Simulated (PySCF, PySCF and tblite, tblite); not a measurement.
# C9H12O3S: conformers and averaged spectra, part 2 of 3

PySCF and tblite. Atoms count from 0. The steps go on from the part before.

## Step 5: Shieldings, conformer 2: PBE0/6-31G*

Job settings and geometry (Å):

```
{"job": {"xc": "PBE0", "basis": "6-31G*", "kind": "nmr", "pop": false}, "charge": 0, "multiplicity": 1}
C      4.115883    -0.460784     1.003839
C      3.474882     0.217260    -0.194590
O      2.060817     0.089670    -0.106172
S      1.276277     0.786628    -1.340568
O      1.618853     0.097814    -2.548018
O      1.510953     2.198184    -1.293339
C     -0.370469     0.390452    -0.819469
C     -0.934284    -0.802950    -1.220761
C     -2.202881    -1.130493    -0.775330
C     -2.902334    -0.271320     0.067781
C     -4.284105    -0.617787     0.528237
C     -2.308982     0.926820     0.456057
C     -1.040722     1.261110     0.014739
H      5.196104    -0.364939     0.939038
H      3.768936     0.002257     1.923443
H      3.849459    -1.513930     1.022715
H      3.802019    -0.242787    -1.134303
H      3.720842     1.285073    -0.226332
H     -0.373963    -1.447176    -1.878822
H     -2.657195    -2.061029    -1.082353
H     -4.416093    -1.695076     0.587367
H     -4.491412    -0.179417     1.501069
H     -5.016307    -0.227782    -0.179092
H     -2.845991     1.599410     1.108596
H     -0.561221     2.184939     0.295263
```

The log of the run:

```text
coarse grid: 22096 points
cycle   1  E = -973.0200923391  dE =  2.953e+00  |g| = 1.190e+00  |ddm| = 5.173e+00
cycle   2  E = -972.5351794456  dE =  4.849e-01  |g| = 2.006e+00  |ddm| = 2.889e+00
cycle   3  E = -973.2798748219  dE = -7.447e-01  |g| = 2.775e-01  |ddm| = 2.052e+00
cycle   4  E = -973.2960158152  dE = -1.614e-02  |g| = 9.578e-02  |ddm| = 3.696e-01
cycle   5  E = -973.2978220116  dE = -1.806e-03  |g| = 2.856e-02  |ddm| = 9.957e-02
cycle   6  E = -973.2980218336  dE = -1.998e-04  |g| = 5.538e-03  |ddm| = 3.430e-02
cycle   7  E = -973.2980291512  dE = -7.318e-06  |g| = 1.832e-03  |ddm| = 7.668e-03
final grid: 210712 points
cycle   8  E = -973.1715771232  dE = -3.930e-05  |g| = 1.243e-02  |ddm| = 3.711e-02
cycle   9  E = -973.1715588800  dE =  1.824e-05  |g| = 1.531e-02  |ddm| = 3.000e-02
cycle  10  E = -973.1716164761  dE = -5.760e-05  |g| = 1.580e-03  |ddm| = 1.713e-02
cycle  11  E = -973.1716170548  dE = -5.787e-07  |g| = 3.507e-04  |ddm| = 1.780e-03
cycle  12  E = -973.1716170816  dE = -2.678e-08  |g| = 1.538e-04  |ddm| = 4.527e-04
cycle  13  E = -973.1716170869  dE = -5.290e-09  |g| = 4.507e-05  |ddm| = 1.882e-04
cycle  14  E = -973.1716170873  dE = -4.009e-10  |g| = 1.612e-05  |ddm| = 5.522e-05
converged SCF energy = -973.1716170873

GIAO shielding tensors (ppm)
atom      isotropic    diamagn.    paramagn.     s11        s22        s33       span
  0 C      181.431     248.609     -67.178    168.344    180.420    195.528     27.184
  1 C      142.325     237.029     -94.704    118.264    126.380    182.331     64.067
  2 O      150.375     410.652    -260.277     44.720    115.258    291.148    246.428
  3 S      251.750    1052.360    -800.610    116.421    219.094    419.737    303.316
  4 O      160.633     396.974    -236.341    117.030    161.576    203.293     86.263
  5 O      160.695     397.392    -236.697    116.977    161.567    203.542     86.565
  6 C       65.686     273.344    -207.658     -0.530     52.486    145.103    145.634
  7 C       73.409     263.265    -189.856    -16.457     49.080    187.605    204.062
  8 C       73.258     260.327    -187.069    -16.535     61.309    175.002    191.537
  9 C       58.110     252.337    -194.227    -32.707     20.493    186.545    219.252
 10 C      173.224     249.847     -76.623    153.732    169.317    196.625     42.893
 11 C       73.255     260.509    -187.254    -16.540     61.250    175.054    191.594
 12 C       73.436     263.487    -190.051    -16.419     49.107    187.620    204.039
 13 H       31.279      27.979       3.300     27.142     28.420     38.274     11.133
 14 H       31.101      30.542       0.559     26.810     29.996     36.496      9.686
 15 H       31.100      30.480       0.620     26.812     29.990     36.498      9.685
 16 H       28.020      27.831       0.189     22.373     29.195     32.493     10.120
 17 H       28.015      27.891       0.125     22.373     29.193     32.479     10.105
 18 H       24.542      34.044      -9.502     19.962     23.576     30.087     10.125
 19 H       24.973      31.048      -6.075     20.841     24.748     29.329      8.488
 20 H       30.096      28.671       1.425     24.945     30.059     35.285     10.340
 21 H       30.090      28.754       1.335     24.938     30.050     35.280     10.342
 22 H       29.750      26.643       3.107     26.661     27.034     35.555      8.894
 23 H       24.972      31.348      -6.377     20.837     24.744     29.334      8.496
 24 H       24.542      34.372      -9.829     19.966     23.578     30.084     10.118
```

Wall time 67 s (1 thread of Intel Xeon Platinum 8375C at 2.90GHz, shared host); peak memory 1.1 GiB.

This run: HOMO -7.53 eV, LUMO -0.84 eV; dipole 4.22 D.

## Step 6: The ensemble: properties at PBE0/6-31G*

Job settings and geometry (Å):

```
{"job": {"study": "conf", "smiles": "CCOS(=O)(=O)c1ccc(C)cc1", "search": {"seed": 5088, "n_embed": 150, "ff_keep": 22, "window": 3.0, "nmax": 10, "temps": [180, 230, 298.15, 330, 400], "t_ref": 298.15, "order": 0.0005}, "level": {"nmr": {"xc": "PBE0", "basis": "6-31G*"}}, "kind": "conf"}, "charge": 0, "multiplicity": 1}
C      4.003460     0.761671     0.568221
C      2.608529     0.864864    -0.027847
O      2.309703    -0.325310    -0.736429
S      1.197241    -0.221894    -1.898665
O      1.332150    -1.404536    -2.681578
O      1.306847     1.059257    -2.531175
C     -0.299472    -0.291951    -0.938949
C     -0.930711     0.877185    -0.571410
C     -2.061008     0.811220     0.227381
C     -2.554481    -0.416209     0.655263
C     -3.779284    -0.499106     1.512363
C     -1.897695    -1.582403     0.266331
C     -0.767586    -1.523753    -0.528101
H      4.236239     1.673624     1.111067
H      4.055987    -0.084708     1.247460
H      4.734065     0.617961    -0.222361
H      2.541212     1.704183    -0.728615
H      1.858438     1.001442     0.763476
H     -0.538125     1.817176    -0.925605
H     -2.564131     1.721231     0.519515
H     -3.579429    -1.087413     2.406095
H     -4.116933     0.489468     1.810929
H     -4.584392    -0.989801     0.966983
H     -2.279286    -2.538798     0.591900
H     -0.242275    -2.409254    -0.847115
```

The log of the run:

```text
conformer  sym    E(xTB)   E(DFT)   G(298.15 K)  weight  dipole/D
    1     C1      0.000    0.000    0.000   0.5728    5.686
    2     Cs      0.703    0.190    0.174   0.4272    4.218

mean shielding (ppm) by class
class atoms           180 K      230 K   298.15 K      330 K      400 K
  0 C  0            181.055    181.055    181.054    181.053     181.05
  1 C  1            139.214    139.218    139.206    139.197    139.175
  2 O  2            152.617    152.614    152.623    152.629    152.645
  3 S  3            257.954    257.947    257.971    257.989    258.033
  4 O  4,5          162.156    162.154     162.16    162.164    162.175
  5 C  6             65.436     65.436     65.435     65.435     65.433
  6 C  7,12          74.173     74.172     74.175     74.177     74.182
  7 C  8,11          73.188     73.188     73.188     73.187     73.187
  8 C  9              58.55     58.549     58.551     58.552     58.555
  9 C  10           173.337    173.337    173.337    173.338    173.338
 10 H  13,14,15      31.158     31.158     31.158     31.158     31.158
 11 H  16,17         28.302     28.302     28.303     28.304     28.306
 12 H  18,24         24.604     24.604     24.604     24.604     24.604
 13 H  19,23         24.975     24.975     24.975     24.975     24.975
 14 H  20,21,22       29.98      29.98      29.98      29.98      29.98
```

It took 2.6 min on 1 thread of Intel Xeon Platinum 8375C at 2.90GHz, shared host. This counts the runs that the step sums up.

The search (ETKDG, MMFF94s, GFN2-xTB) embedded 150 structures, kept 3 distinct ones after the force field and 2 after xTB; 2 were carried on (window 3.0 kcal/mol at the search's own energies). Energies: PBE0/6-31G* with D3(BJ).

The conformers at 298 K:

```
no.  group  mirror pair  ΔE xTB  ΔE DFT    ΔG  weight (%)  μ (D)  C0–C1–O2–S3 (°)  C1–O2–S3–O4 (°)  O2–S3–C6–C7 (°)     A, B, C (GHz)
  1     C1          yes    0.00    0.00  0.00        57.3   5.69             -156              165               96  1.28, 0.43, 0.39
  2     Cs           no    0.70    0.19  0.17        42.7   4.22              180               65              -89  1.50, 0.38, 0.36
```

Energies in kcal/mol. ΔG holds xTB vibrations and rotation, symmetry numbers and mirror pairs.

Weights (%) by temperature:

```
no.  180 K  230 K  298 K  330 K  400 K
  1   57.1   57.1   57.3   57.4   57.8
  2   42.9   42.9   42.7   42.6   42.2
```

How the weights hang on the way they are made:

```
                                  scheme    1   2  mean μ (D)
                         DFT free energy   57  43        5.06
            DFT energy, symmetry counted   73  27        5.29
                        DFT energy alone   58  42        5.07
            xTB energy, symmetry counted   87  13        5.49
                         xTB free energy   76  24        5.33
                   lowest conformer only  100   0        5.69
                           equal weights   50  50        4.95
conformers found from three starts alone  100   0        5.69
```

Shifts against references run at the same level (17O H2O 326.0, 13C TMS 196.4, 1H TMS 32.41 ppm of shielding), by class of atoms, at 298 K:

```
        atoms                                      environment    no. 1    no. 2  average  measured
           C9                      substituted aromatic carbon    137.5    138.3    137.8         –
           C6                   aromatic carbon bearing sulfur    131.1    130.7    131.0         –
      C8, C11                                      aromatic CH    123.3    123.1    123.2         –
      C7, C12                                      aromatic CH    121.7    123.0    122.2         –
           C1                              sp3 CH2 bonded to O     59.5     54.1     57.2      66.9
          C10                methyl carbon on an aromatic ring     23.0     23.2     23.1         –
           C0                                    methyl carbon     15.6     15.0     15.3      14.7
     H18, H24                       hydrogen on an aromatic CH     7.76     7.87     7.81         –
     H19, H23                       hydrogen on an aromatic CH     7.43     7.44     7.44         –
     H16, H17               hydrogen on an sp3 CH2 bonded to O     3.90     4.39     4.11      4.07
H20, H21, H22  hydrogen on a methyl carbon on an aromatic ring     2.43     2.43     2.43         –
H13, H14, H15                      hydrogen on a methyl carbon     1.25     1.25     1.25      1.30
           O2                            oxygen bonded to C, S    171.7    175.6    173.3         –
       O4, O5                                       S=O oxygen    162.7    165.3    163.8         –
           S3                                  sulfonyl sulfur  263 (σ)  252 (σ)  258 (σ)         –
```

Measured: solution, not stated per compound (mostly CDCl3 or CCl4); Pretsch, Buehlmann, Badertscher, Structure Determination of Organic Compounds, 4th ed. (2009).

Effective distances for nuclear Overhauser effects, ⟨r⁻⁶⟩^(−1/6) over all pairs of two classes (Å): H13···H16 2.61; H18···H19 2.79; H19···H20 2.81; H16···H18 3.66.

## Step 7: Shieldings, conformer 1: B97-2/6-31G*

Job settings and geometry (Å):

```
{"job": {"xc": "B97-2", "basis": "6-31G*", "kind": "nmr", "pop": false}, "charge": 0, "multiplicity": 1}
C      4.003460     0.761671     0.568221
C      2.608529     0.864864    -0.027847
O      2.309703    -0.325310    -0.736429
S      1.197241    -0.221894    -1.898665
O      1.332150    -1.404536    -2.681578
O      1.306847     1.059257    -2.531175
C     -0.299472    -0.291951    -0.938949
C     -0.930711     0.877185    -0.571410
C     -2.061008     0.811220     0.227381
C     -2.554481    -0.416209     0.655263
C     -3.779284    -0.499106     1.512363
C     -1.897695    -1.582403     0.266331
C     -0.767586    -1.523753    -0.528101
H      4.236239     1.673624     1.111067
H      4.055987    -0.084708     1.247460
H      4.734065     0.617961    -0.222361
H      2.541212     1.704183    -0.728615
H      1.858438     1.001442     0.763476
H     -0.538125     1.817176    -0.925605
H     -2.564131     1.721231     0.519515
H     -3.579429    -1.087413     2.406095
H     -4.116933     0.489468     1.810929
H     -4.584392    -0.989801     0.966983
H     -2.279286    -2.538798     0.591900
H     -0.242275    -2.409254    -0.847115
```

The log of the run:

```text
coarse grid: 22096 points
cycle   1  E = -973.6203840544  dE =  2.884e+00  |g| = 1.212e+00  |ddm| = 5.193e+00
cycle   2  E = -973.0331968120  dE =  5.872e-01  |g| = 2.139e+00  |ddm| = 3.067e+00
cycle   3  E = -973.8900700811  dE = -8.569e-01  |g| = 2.855e-01  |ddm| = 2.248e+00
cycle   4  E = -973.9075888753  dE = -1.752e-02  |g| = 1.057e-01  |ddm| = 3.974e-01
cycle   5  E = -973.9098835160  dE = -2.295e-03  |g| = 3.473e-02  |ddm| = 1.196e-01
cycle   6  E = -973.9101873021  dE = -3.038e-04  |g| = 7.001e-03  |ddm| = 4.277e-02
cycle   7  E = -973.9101989539  dE = -1.165e-05  |g| = 2.472e-03  |ddm| = 9.897e-03
cycle   8  E = -973.9102002504  dE = -1.296e-06  |g| = 8.633e-04  |ddm| = 2.909e-03
final grid: 210712 points
cycle   9  E = -973.7881803488  dE = -6.106e-05  |g| = 7.664e-03  |ddm| = 4.041e-02
cycle  10  E = -973.7881676766  dE =  1.267e-05  |g| = 1.110e-02  |ddm| = 1.767e-02
cycle  11  E = -973.7881930975  dE = -2.542e-05  |g| = 1.230e-03  |ddm| = 1.063e-02
cycle  12  E = -973.7881934381  dE = -3.406e-07  |g| = 2.731e-04  |ddm| = 1.451e-03
cycle  13  E = -973.7881934521  dE = -1.403e-08  |g| = 1.648e-04  |ddm| = 4.689e-04
cycle  14  E = -973.7881934591  dE = -7.020e-09  |g| = 3.281e-05  |ddm| = 1.845e-04
cycle  15  E = -973.7881934593  dE = -1.962e-10  |g| = 1.551e-05  |ddm| = 4.276e-05
converged SCF energy = -973.7881934593

GIAO shielding tensors (ppm)
atom      isotropic    diamagn.    paramagn.     s11        s22        s33       span
  0 C      179.464     247.935     -68.470    165.233    178.483    194.677     29.444
  1 C      135.859     248.923    -113.064    106.787    122.785    178.005     71.219
  2 O      154.416     401.548    -247.132     51.677    120.868    290.704    239.027
  3 S      259.810    1050.936    -791.125    115.048    227.101    437.281    322.233
  4 O      161.594     395.763    -234.168    133.819    164.404    186.561     52.742
  5 O      167.042     398.585    -231.544    140.959    168.174    191.991     51.032
  6 C       66.455     272.595    -206.139      1.466     53.532    144.369    142.903
  7 C       76.639     264.194    -187.555    -10.487     55.223    185.180    195.668
  8 C       75.222     261.442    -186.220    -12.537     67.274    170.929    183.466
  9 C       60.549     253.026    -192.477    -27.732     24.263    185.116    212.848
 10 C      172.472     250.191     -77.719    153.647    168.100    195.668     42.021
 11 C       74.080     260.507    -186.427    -15.064     60.387    176.917    191.981
 12 C       75.853     262.830    -186.977    -11.469     52.408    186.619    198.087
 13 H       31.576      29.178       2.398     27.348     29.115     38.264     10.916
 14 H       31.203      30.468       0.735     26.783     30.114     36.712      9.929
 15 H       31.025      28.653       2.372     26.870     29.541     36.664      9.794
 16 H       28.069      32.728      -4.659     23.162     29.040     32.006      8.843
 17 H       29.206      35.648      -6.442     22.830     31.825     32.964     10.134
 18 H       24.976      35.345     -10.370     20.681     23.969     30.278      9.597
 19 H       25.262      32.219      -6.958     21.205     25.170     29.410      8.205
 20 H       29.947      29.486       0.461     25.257     29.249     35.336     10.079
 21 H       30.499      28.814       1.684     25.437     30.574     35.485     10.048
 22 H       29.869      27.341       2.528     25.505     28.539     35.561     10.056
 23 H       25.081      31.236      -6.155     20.923     24.867     29.453      8.530
 24 H       24.713      33.482      -8.769     20.061     23.852     30.225     10.164
```

It took 61 s on 1 thread of Intel Xeon Platinum 8375C at 2.90GHz, shared host; peak memory 1.1 GiB.

Key values: HOMO -7.26 eV, LUMO -0.87 eV; dipole 5.66 D.

(Part 2 of 3 ends here.)
